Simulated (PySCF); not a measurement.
# CH9NSi3: geometry, spin-spin couplings

Aim: predict the spin-spin couplings of CH9NSi3 (`[H]/N=C/[SiH]([SiH3])[SiH3]`).

Computed with PySCF 2.14.0, with density-fitted response routines of our own, on a single molecule in the gas phase. Atoms are numbered from 0 throughout.

## 1. The starting structure

14 atoms, charge 0, multiplicity 1; geometry from: GFN2-xTB. The atoms were then displaced at random by about 0.01 Å, so the start is not that level's minimum.

Bonds of the start (Å): N0–C1 1.25, C1–Si2 1.89, Si2–Si3 2.31, Si2–Si4 2.34, N0–H5 1.01, C1–H6 1.10, Si2–H7 1.48, Si3–H8 1.50, Si3–H9 1.45, Si3–H10 1.46, Si4–H11 1.46, Si4–H12 1.45, Si4–H13 1.48.

## 2. Optimising the geometry at PBE0-D3(BJ)/def2-SVP

Job settings and geometry (Å):

```
{"job": {"xc": "PBE0", "basis": "def2-SVP", "d3": "d3bj", "grid": 1, "shake": 0.01, "kind": "geom"}, "charge": 0, "multiplicity": 1}
N     -1.820070    -1.074930     0.979420
C     -1.158280    -1.327750    -0.044600
Si     0.025950     0.004050    -0.686410
Si    -0.737140     2.060790     0.024450
Si     2.163440    -0.677980    -0.005740
H     -2.460130    -1.782140     1.319740
H     -1.187230    -2.302420    -0.549270
H     -0.021440    -0.150090    -2.154100
H     -2.226100     2.125450     0.182030
H     -0.395330     3.113590    -0.910260
H     -0.190930     2.441060     1.322060
H      2.366550    -2.124610     0.027490
H      3.181800    -0.120030    -0.879240
H      2.451770    -0.200070     1.366670
```

Command:

```
> OMP_NUM_THREADS=1 python probes_run.py task.json out
```

The driver reads the jobs from task.json and runs them one after another.

The log of the run:

```text
step   0  E = -965.88372824  max force = 0.031225
step   1  E = -965.89167857  max force = 0.003296
step   2  E = -965.89202442  max force = 0.003430
step   3  E = -965.89228557  max force = 0.001995
step   4  E = -965.89241071  max force = 0.000857
step   5  E = -965.89279299  max force = 0.004245
step   6  E = -965.89299361  max force = 0.004242
step   7  E = -965.89316299  max force = 0.001694
step   8  E = -965.89325731  max force = 0.001618
step   9  E = -965.89330033  max force = 0.001461
step  10  E = -965.89333077  max force = 0.000849
step  11  E = -965.89334051  max force = 0.000336
optimisation converged
```

Run time: 77 s. Hardware: 1 thread of Arm Neoverse V2, shared host; peak memory 0.49 GiB.

Step by step:

```
step  energy from step 0 (eV)  largest force component (eV/Å)
   0                   0.0000                          1.6057
   1                  -0.2163                          0.1695
   2                  -0.2258                          0.1764
   3                  -0.2329                          0.1026
   4                  -0.2363                          0.0441
   5                  -0.2467                          0.2183
   6                  -0.2521                          0.2181
   7                  -0.2567                          0.0871
   8                  -0.2593                          0.0832
   9                  -0.2605                          0.0751
  10                  -0.2613                          0.0437
  11                  -0.2616                          0.0173
```

Close pairs (by a distance rule), those that changed most:

```
   bond  before (Å)  after (Å)  change (Å)
 Si3–H9       1.449      1.498      +0.049
Si4–H12       1.453      1.496      +0.043
Si4–H11       1.461      1.497      +0.036
Si2–Si3       2.306      2.342      +0.035
Si3–H10       1.458      1.493      +0.034
  N0–C1       1.245      1.273      +0.028
 Si2–H7       1.477      1.500      +0.024
  N0–H5       1.013      1.028      +0.015
```

The end geometry stands in the next job.

```
                         at the end point                value
  point group (found at 0.08 Å tolerance)                   C1
rotational constants (GHz, main isotopes)  2.449, 1.639, 1.127
                        dipole moment (D)                 1.93
```

## 3. J couplings: B3LYP/cc-pVTZ

Job settings and geometry (Å):

```
{"job": {"kind": "j", "xc": "B3LYP", "basis": "cc-pVTZ"}, "charge": 0, "multiplicity": 1}
N     -1.964716    -0.888652     1.013819
C     -1.179638    -1.357743     0.128036
Si    -0.013041    -0.126179    -0.735507
Si    -0.723430     1.978034     0.006403
Si     2.203693    -0.573130    -0.103789
H     -2.543866    -1.625308     1.435370
H     -1.148742    -2.435559    -0.138009
H     -0.121152    -0.298735    -2.221680
H     -2.165038     2.192679    -0.316584
H      0.081394     3.044824    -0.669915
H     -0.501448     2.088486     1.478267
H      2.579734    -1.985915    -0.424355
H      3.136821     0.345980    -0.826074
H      2.357915    -0.359275     1.368216
```

Level: B3LYP/cc-pVTZ indirect spin-spin coupling, non-relativistic, gas phase.

The log of the run:

```text
coarse grid: 12600 points
cycle   1  E = -966.8069506683  dE = -4.670e-02  |g| = 3.690e-01  |ddm| = 6.862e+00
cycle   2  E = -966.7511069839  dE =  5.584e-02  |g| = 6.118e-01  |ddm| = 1.500e+00
cycle   3  E = -966.8360328744  dE = -8.493e-02  |g| = 1.121e-01  |ddm| = 9.473e-01
cycle   4  E = -966.8383810604  dE = -2.348e-03  |g| = 4.512e-02  |ddm| = 1.875e-01
cycle   5  E = -966.8388908315  dE = -5.098e-04  |g| = 6.436e-03  |ddm| = 7.478e-02
cycle   6  E = -966.8389029405  dE = -1.211e-05  |g| = 1.212e-03  |ddm| = 1.462e-02
cycle   7  E = -966.8389034831  dE = -5.426e-07  |g| = 3.399e-04  |ddm| = 3.161e-03
final grid: 106328 points
cycle   8  E = -966.8501255981  dE = -1.850e-05  |g| = 3.613e-03  |ddm| = 4.845e-02
cycle   9  E = -966.8501220485  dE =  3.550e-06  |g| = 5.366e-03  |ddm| = 1.433e-02
cycle  10  E = -966.8501281653  dE = -6.117e-06  |g| = 1.103e-03  |ddm| = 8.507e-03
cycle  11  E = -966.8501284375  dE = -2.722e-07  |g| = 2.713e-04  |ddm| = 1.661e-03
cycle  12  E = -966.8501284553  dE = -1.778e-08  |g| = 5.032e-05  |ddm| = 4.440e-04
cycle  13  E = -966.8501284562  dE = -9.359e-10  |g| = 1.211e-05  |ddm| = 1.129e-04
converged SCF energy = -966.8501284562

Indirect spin-spin couplings (Hz)
  i      j    bonds     total        FC       PSO       DSO        SD
  0 N    1 C    1     -5.455   -13.243     9.342    -0.047    -1.508
  0 N    2 Si   2     19.531    19.469    -0.012    -0.004     0.077
  0 N    3 Si   3      3.083     3.073    -0.001     0.010     0.000
  0 N    4 Si   3      2.080     1.922     0.037    -0.011     0.132
  0 N    5 H    1    -36.456   -35.498    -0.789    -0.218     0.049
  0 N    6 H    2      2.295     0.916     1.304     0.263    -0.188
  0 N    7 H    3     -3.824    -4.013     0.043     0.140     0.006
  0 N    8 H    4     -0.380    -0.358     0.043    -0.067     0.002
  0 N    9 H    4     -1.972    -2.064    -0.024     0.117    -0.000
  0 N   10 H    4     -0.665    -0.634     0.053    -0.073    -0.010
  0 N   11 H    4      0.153     0.115    -0.020     0.067    -0.008
  0 N   12 H    4     -0.578    -0.640    -0.037     0.104    -0.006
  1 C    2 Si   1    -52.578   -52.803     1.814    -0.113    -1.476
  1 C    3 Si   2     -1.173    -1.339     0.102     0.004     0.060
  1 C    4 Si   2     -2.280    -2.560     0.076    -0.006     0.209
  1 C    5 H    2     -9.407    -6.106    -2.645    -0.656         -
  1 C    6 H    1    137.581   137.070    -0.352     0.863         -
  1 C    7 H    2      4.255     4.437    -0.104    -0.079         -
  1 C    8 H    3     -0.540    -0.478    -0.033    -0.029         -
  1 C    9 H    3      4.076     4.312     0.083    -0.320         -
  1 C   10 H    3     -0.937    -0.837    -0.042    -0.058         -
  1 C   11 H    3     -0.074    -0.073    -0.063     0.062         -
  1 C   12 H    3      7.118     7.321     0.075    -0.278         -
  1 C   13 H    3     -0.511    -0.533    -0.008     0.031         -
  2 Si   3 Si   1     65.570    64.082    -1.240     0.040     2.688
  2 Si   4 Si   1     49.556    48.375    -1.515     0.039     2.657
  2 Si   5 H    3    -27.936   -28.076    -0.246     0.363     0.024
  2 Si   6 H    2    -25.673   -25.817     0.080     0.124    -0.060
  2 Si   7 H    1   -139.993  -139.871     0.107    -0.309     0.080
  2 Si   8 H    2     -3.975    -4.011     0.019     0.094    -0.077
  2 Si   9 H    2    -12.494   -12.614     0.125     0.080    -0.084
  2 Si  10 H    2     -5.379    -5.456     0.078     0.080    -0.081
  2 Si  11 H    2     -4.060    -4.168     0.068     0.097    -0.057
  2 Si  12 H    2     -7.524    -7.667     0.124     0.084    -0.066
  2 Si  13 H    2     -7.622    -7.782     0.141     0.080    -0.061
  3 Si   4 Si   2      5.701     5.944    -0.059    -0.007    -0.176
  3 Si   6 H    3     -3.690    -3.808    -0.125     0.247    -0.004
  3 Si   7 H    2     -7.221    -7.403     0.114     0.134    -0.065
  3 Si   8 H    1   -164.847  -165.098     0.366    -0.169     0.054
  3 Si   9 H    1   -141.954  -142.118     0.232    -0.165     0.097
  3 Si  10 H    1   -164.487  -164.715     0.348    -0.178     0.059
  3 Si  11 H    3     -9.481    -9.636    -0.041     0.208    -0.012
  3 Si  12 H    3      0.829     0.742     0.029     0.026     0.032
  3 Si  13 H    3      0.323     0.261     0.038    -0.007     0.031
  4 Si   5 H    4     -0.151    -0.237    -0.112     0.173     0.025
  4 Si   6 H    3      0.287     0.170     0.036     0.035     0.046
  4 Si   7 H    2     -4.851    -5.018     0.136     0.103    -0.071
  4 Si   8 H    3     -8.292    -8.453    -0.041     0.210    -0.010
  4 Si   9 H    3      0.772     0.688     0.032     0.021     0.031
  4 Si  10 H    3      0.264     0.192     0.044    -0.004     0.031
  4 Si  11 H    1   -150.543  -150.730     0.252    -0.151     0.087
  4 Si  12 H    1   -153.541  -153.721     0.250    -0.152     0.081
  4 Si  13 H    1   -154.502  -154.683     0.260    -0.160     0.081
  5 H    6 H    3     20.521    20.899    -0.014    -0.364         -
  5 H    7 H    4      0.840     1.282     1.074    -1.516         -
  5 H    9 H    5     -0.560     0.008     0.864    -1.432         -
  5 H   11 H    5     -0.239    -0.103     0.487    -0.624         -
  5 H   12 H    5      0.269     0.713     0.680    -1.125         -
  5 H   13 H    5     -0.158    -0.116     0.468    -0.510         -
  6 H    7 H    3     -0.554    -0.544     0.269    -0.279         -
  6 H    8 H    4     -0.625    -0.392     0.719    -0.952         -
  6 H    9 H    4      0.269     0.857     0.726    -1.313         -
  6 H   10 H    4     -0.556    -0.259     0.783    -1.080         -
  6 H   11 H    4      0.151    -0.072    -0.271     0.494         -
  6 H   12 H    4     -0.577     0.006     0.496    -1.078         -
  7 H    8 H    3     -0.700    -0.501     0.169    -0.368         -
  7 H    9 H    3     -1.129    -0.985     0.139    -0.282         -
  7 H   10 H    3      9.257    10.342     0.682    -1.767         -
  7 H   11 H    3     -0.420    -0.279     0.148    -0.289         -
  7 H   12 H    3     -0.739    -0.659     0.112    -0.192         -
  7 H   13 H    3     10.505    11.586     0.674    -1.754         -
  8 H    9 H    2      2.375     3.382     0.833    -1.839         -
  8 H   10 H    2      1.122     2.215     0.817    -1.911         -
  8 H   11 H    4      4.049     4.628     0.452    -1.031         -
  8 H   12 H    4     -0.954    -0.425     0.377    -0.906         -
  8 H   13 H    4     -0.844    -0.335     0.377    -0.886         -
  9 H   10 H    2      1.686     2.653     0.812    -1.780         -
  9 H   11 H    4     -1.006    -0.469     0.383    -0.919         -
  9 H   12 H    4      0.369     0.097    -0.189     0.460         -
 10 H   11 H    4     -0.891    -0.400     0.358    -0.850         -
 10 H   13 H    4      0.429     0.004    -0.346     0.771         -
 11 H   12 H    2      0.624     1.638     0.867    -1.881         -
 11 H   13 H    2      1.606     2.613     0.844    -1.851         -
 12 H   13 H    2      0.818     1.826     0.854    -1.862         -
```

It took 2 min on 1 thread of Arm Neoverse V2, shared host; peak memory 1.1 GiB.

The basis is not made for couplings: without tight functions at the nuclei these values are rough.

A choice of the couplings up to four bonds, sorted by the number of bonds, with means over like pairs; isotopes 13C, 1H, 15N, 29Si:

```
   pair  bonds  J (Hz)  Fermi contact (Hz)  dihedral (°)
 Si3–H8      1  -155.0              -155.2             –
 Si2–H7      1  -140.0              -139.9             –
  C1–H6      1   137.6               137.1             –
Si2–Si3      1    57.6                56.2             –
 C1–Si2      1   -52.6               -52.8             –
  N0–H5      1   -36.5               -35.5             –
  N0–C1      1    -5.5               -13.2             –
 Si2–H6      2   -25.7               -25.8             –
 N0–Si2      2    19.5                19.5             –
  C1–H5      2    -9.4                -6.1             –
 Si2–H8      2    -6.8                -6.9             –
 Si3–H7      2    -6.0                -6.2             –
Si3–Si4      2     5.7                 5.9             –
  C1–H7      2     4.3                 4.4             –
  N0–H6      2     2.3                 0.9             –
 C1–Si3      2    -1.7                -1.9             –
 Si2–H5      3   -27.9               -28.1          -179
  H5–H6      3    20.5                20.9             0
  N0–H7      3    -3.8                -4.0          -130
  H7–H8      3     2.8                 3.3             –
Si3–H11      3    -2.6                -2.7             –
 N0–Si3      3     2.6                 2.5             –
 Si3–H6      3    -1.7                -1.8             –
  C1–H8      3     1.5                 1.6             –
```

Means hide unlike values in this fixed geometry: Si2–H8 from -12.5 to -4.0 Hz; H7–H8 from -1.1 to 10.5 Hz; Si3–H11 from -9.5 to 0.8 Hz. They hold only if the pairs exchange fast.

The spin-dipole term was solved for some atoms only; pairs without it lack that part.

Quadrupole couplings from the field gradients of the same density:

```
atom  isotope  eQq/h (MHz)     η
  N0      14N       -4.783  0.60
```

## 4. J couplings: B3LYP/6-31G*

Same as in step 3 but for these lines:

```diff
@@ -1,2 +1,2 @@
-{"job": {"kind": "j", "xc": "B3LYP", "basis": "cc-pVTZ"}, "charge": 0, "multiplicity": 1}
+{"job": {"kind": "j", "xc": "B3LYP", "basis": "6-31G*"}, "charge": 0, "multiplicity": 1}
 N     -1.964716    -0.888652     1.013819
```

Method: B3LYP/6-31G* indirect spin-spin coupling, non-relativistic, gas phase.

The log of the run:

```text
coarse grid: 12600 points
cycle   1  E = -966.7538188094  dE = -2.841e-02  |g| = 3.348e-01  |ddm| = 3.251e+00
cycle   2  E = -966.7035826000  dE =  5.024e-02  |g| = 5.688e-01  |ddm| = 1.018e+00
cycle   3  E = -966.7814015569  dE = -7.782e-02  |g| = 9.227e-02  |ddm| = 6.658e-01
cycle   4  E = -966.7832259104  dE = -1.824e-03  |g| = 3.582e-02  |ddm| = 1.058e-01
cycle   5  E = -966.7835728725  dE = -3.470e-04  |g| = 3.849e-03  |ddm| = 3.953e-02
cycle   6  E = -966.7835778131  dE = -4.941e-06  |g| = 6.284e-04  |ddm| = 7.160e-03
final grid: 106328 points
cycle   7  E = -966.7120439976  dE = -5.003e-06  |g| = 3.466e-03  |ddm| = 1.279e-02
cycle   8  E = -966.7120416618  dE =  2.336e-06  |g| = 4.644e-03  |ddm| = 1.018e-02
cycle   9  E = -966.7120472628  dE = -5.601e-06  |g| = 8.535e-04  |ddm| = 6.027e-03
cycle  10  E = -966.7120474432  dE = -1.804e-07  |g| = 1.611e-04  |ddm| = 8.014e-04
cycle  11  E = -966.7120474494  dE = -6.201e-09  |g| = 3.032e-05  |ddm| = 1.735e-04
cycle  12  E = -966.7120474497  dE = -3.172e-10  |g| = 9.627e-06  |ddm| = 5.206e-05
converged SCF energy = -966.7120474497

Indirect spin-spin couplings (Hz)
  i      j    bonds     total        FC       PSO       DSO        SD
  0 N    1 C    1     -6.738   -13.446     8.196    -0.051    -1.436
  0 N    2 Si   2     14.897    14.850    -0.023    -0.004     0.073
  0 N    3 Si   3      2.395     2.372     0.015     0.010    -0.002
  0 N    4 Si   3      2.686     2.527     0.044    -0.011     0.126
  0 N    5 H    1    -46.023   -45.388    -0.422    -0.274     0.061
  0 N    6 H    2      2.742     1.266     1.292     0.251    -0.066
  0 N    7 H    3     -4.340    -4.547     0.059     0.139     0.009
  0 N    8 H    4     -0.471    -0.427     0.019    -0.065     0.002
  0 N    9 H    4     -1.595    -1.702    -0.010     0.117     0.000
  0 N   10 H    4     -0.817    -0.762     0.027    -0.070    -0.012
  0 N   11 H    4      0.172     0.119    -0.005     0.066    -0.008
  0 N   12 H    4     -0.735    -0.818    -0.020     0.103    -0.001
  1 C    2 Si   1    -61.249   -61.261     1.390    -0.114    -1.265
  1 C    3 Si   2     -0.468    -0.560     0.034     0.005     0.054
  1 C    4 Si   2     -1.113    -1.322     0.020    -0.006     0.194
  1 C    5 H    2    -12.193    -9.077    -2.476    -0.640         -
  1 C    6 H    1    150.491   150.159    -0.606     0.938         -
  1 C    7 H    2      2.011     2.174    -0.092    -0.072         -
  1 C    8 H    3     -0.359    -0.308    -0.023    -0.028         -
  1 C    9 H    3      3.962     4.234     0.044    -0.317         -
  1 C   10 H    3     -0.879    -0.789    -0.034    -0.056         -
  1 C   11 H    3      0.040     0.021    -0.046     0.064         -
  1 C   12 H    3      6.586     6.818     0.042    -0.275         -
  1 C   13 H    3     -0.422    -0.461     0.006     0.033         -
  2 Si   3 Si   1     71.719    70.279    -1.180     0.040     2.580
  2 Si   4 Si   1     58.835    57.677    -1.444     0.039     2.564
  2 Si   5 H    3    -24.804   -25.063    -0.122     0.359     0.022
  2 Si   6 H    2    -22.653   -22.895     0.218     0.117    -0.094
  2 Si   7 H    1   -164.436  -164.507     0.788    -0.340    -0.378
  2 Si   8 H    2     -2.089    -2.101    -0.013     0.090    -0.065
  2 Si   9 H    2    -10.357   -10.347    -0.009     0.076    -0.078
  2 Si  10 H    2     -3.761    -3.742    -0.026     0.077    -0.070
  2 Si  11 H    2     -2.589    -2.642     0.009     0.093    -0.049
  2 Si  12 H    2     -5.721    -5.720    -0.021     0.080    -0.060
  2 Si  13 H    2     -6.342    -6.376     0.015     0.076    -0.057
  3 Si   4 Si   2      4.295     4.477    -0.007    -0.007    -0.169
  3 Si   5 H    4      0.231     0.140    -0.176     0.224     0.043
  3 Si   6 H    3     -3.440    -3.516    -0.166     0.245    -0.003
  3 Si   7 H    2     -5.711    -5.761    -0.019     0.130    -0.062
  3 Si   8 H    1   -192.350  -192.473     0.738    -0.200    -0.415
  3 Si   9 H    1   -167.115  -167.161     0.621    -0.194    -0.381
  3 Si  10 H    1   -192.774  -192.898     0.755    -0.208    -0.422
  3 Si  11 H    3     -8.995    -9.118    -0.069     0.206    -0.014
  3 Si  12 H    3      0.634     0.615    -0.035     0.025     0.029
  3 Si  13 H    3      0.053     0.060    -0.028    -0.008     0.029
  4 Si   6 H    3     -0.001    -0.009    -0.064     0.034     0.038
  4 Si   7 H    2     -3.442    -3.458    -0.027     0.100    -0.057
  4 Si   8 H    3     -7.814    -7.939    -0.073     0.209    -0.011
  4 Si   9 H    3      0.579     0.569    -0.039     0.020     0.028
  4 Si  10 H    3     -0.003     0.003    -0.030    -0.005     0.029
  4 Si  11 H    1   -176.994  -177.078     0.649    -0.181    -0.384
  4 Si  12 H    1   -180.190  -180.279     0.666    -0.181    -0.396
  4 Si  13 H    1   -181.643  -181.734     0.683    -0.190    -0.401
  5 H    6 H    3     20.812    21.640    -0.525    -0.303         -
  5 H    7 H    4      0.345     1.145     0.695    -1.495         -
  5 H    9 H    5     -0.829     0.024     0.562    -1.415         -
  5 H   11 H    5     -0.408    -0.100     0.306    -0.613         -
  5 H   13 H    5     -0.290    -0.104     0.314    -0.500         -
  6 H    7 H    3     -0.524    -0.393     0.121    -0.252         -
  6 H    8 H    4     -0.799    -0.353     0.492    -0.938         -
  6 H   10 H    4     -0.757    -0.228     0.537    -1.065         -
  6 H   11 H    4      0.256    -0.051    -0.192     0.499         -
  6 H   12 H    4     -0.690     0.085     0.289    -1.064         -
  6 H   13 H    4     -0.243     0.000     0.167    -0.410         -
  7 H    8 H    3     -0.708    -0.395     0.035    -0.348         -
  7 H    9 H    3     -1.134    -0.890     0.019    -0.262         -
  7 H   10 H    3      8.546     9.946     0.342    -1.742         -
  7 H   11 H    3     -0.441    -0.204     0.032    -0.268         -
  7 H   12 H    3     -0.721    -0.554     0.005    -0.172         -
  7 H   13 H    3      9.949    11.336     0.341    -1.729         -
  8 H    9 H    2      1.312     2.817     0.256    -1.762         -
  8 H   10 H    2     -0.170     1.427     0.238    -1.835         -
  8 H   11 H    4      3.490     4.251     0.258    -1.019         -
  8 H   12 H    4     -1.099    -0.401     0.196    -0.894         -
  8 H   13 H    4     -0.970    -0.298     0.202    -0.874         -
  9 H   10 H    2      0.574     2.036     0.239    -1.702         -
  9 H   11 H    4     -1.162    -0.456     0.200    -0.907         -
  9 H   12 H    4      0.474     0.136    -0.125     0.463         -
 10 H   11 H    4     -1.020    -0.368     0.186    -0.838         -
 10 H   13 H    4      0.635     0.079    -0.215     0.771         -
 11 H   12 H    2     -0.620     0.897     0.287    -1.804         -
 11 H   13 H    2      0.325     1.838     0.262    -1.774         -
 12 H   13 H    2     -0.549     0.966     0.272    -1.786         -
```

It took 31 s on 1 thread of Arm Neoverse V2, shared host; peak memory 0.61 GiB.

The basis is not made for couplings: without tight functions at the nuclei these values are rough.

In short: J(Si3,H8) -181.8 Hz, J(Si2,H7) -164.4 Hz, J(C1,H6) 150.5 Hz (means over like pairs).

## 5. Comparing the runs: spin-spin couplings

Couplings (Hz), each a mean over the pairs like the one named, with basis size and wall time:

```
          run  Si3–H8  Si2–H7  C1–H6  Si2–Si3  C1–Si2  N0–H5  Si2–H5  functions   time
B3LYP/cc-pVTZ  -155.0  -140.0  137.6     57.6   -52.6  -36.5   -27.9        288  2 min
 B3LYP/6-31G*  -181.8  -164.4  150.5     65.3   -61.2  -46.0   -24.8        100   31 s
```

## 6. Summary of results

```
                                     quantity                                              value
                                  point group                                                 C1
         rotational constants (main isotopes)                               2.45, 1.64, 1.13 GHz
largest coupling of the table (B3LYP/cc-pVTZ)  1J(Si,H) Si3–H8, -155.0 Hz (mean over like pairs)
     range of J(Si3,H8), mean over like pairs                                -181.8 to -155.0 Hz
```

In words: The start of the PBE0/def2-SVP relaxation was shaken at random by about 0.01 Å, so part of the energy gained, and of the first lengths quoted, undoes that. Relaxing lowered the energy by 0.262 eV in 11 steps; the close pair that moved most is Si3–H9, from 1.449 to 1.498 Å. Of the pairs tabulated at B3LYP/cc-pVTZ, Si3–H8 (mean over like pairs) couples most strongly (-155.0 Hz; Fermi contact -155.2 Hz). Couplings across rotatable bonds belong to this one conformer; where others are populated, the observed values are averages. The coupling Si3–H8, as a mean over pairs of its kind, runs from -181.8 Hz (B3LYP/6-31G*) to -155.0 Hz (B3LYP/cc-pVTZ). Couplings from bases without tight functions are rough.
